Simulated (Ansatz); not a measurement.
The system is Ge2Sb2Te5.

```
Te Sb Ge
1.0
     6.83914   -3.06601    0.00000
     6.83914    3.06601    0.00000
    -6.83098    0.00000    6.84761
Te Sb Ge
5 2 2
Direct
  0.59470 0.59470 0.38643
  0.79529 0.79529 0.19611
  0.00832 0.00832 0.00643
  0.20652 0.20652 0.80980
  0.39996 0.39996 0.59712
  0.90171 0.90171 0.58787
  0.11187 0.11187 0.41735
  0.28429 0.28429 0.18783
  0.49734 0.49734 0.01104
```

The cell comes from a database or a generator and needn't be the stable form of this composition.

Base run:

- Program: Ansatz 0.2.0
- Functional: BLYP
- Potentials or basis: Ansatz PAW
- Cutoff: 420 eV
- Density cutoff: 1680 eV
- k mesh: 4 × 4 × 3
- Occupations: fermi-dirac, width 0.05 eV
- Spin: no spin polarisation

Its results: band gap on the k mesh 0.07 eV, direct; pressure 3.6 GPa; largest force 0.195 eV/Å.

Question: After a change of settings the same cell gave: band gap on the k mesh 0.05 eV, direct; pressure 1.2 GPa; largest force 0.158 eV/Å. Which change was it?
A. functional from BLYP to LDA
B. functional from BLYP to r2SCAN; cutoff from 420 eV to 500 eV; density cutoff from 1680 eV to 2000 eV
C. functional from BLYP to PBE; k mesh from 4 × 4 × 3 to 5 × 5 × 4
D. functional from BLYP to RPBE

Answer: D.

Caveats: the potentials were made for another functional, which shifts forces and pressure; spin-orbit coupling is left out, which moves the levels of the heavy elements; the PAW data sets come from PBE, with cores solved anew for the run's functional, which leaves a small shift of forces and pressure.

Not every run made on this cell is shown here.
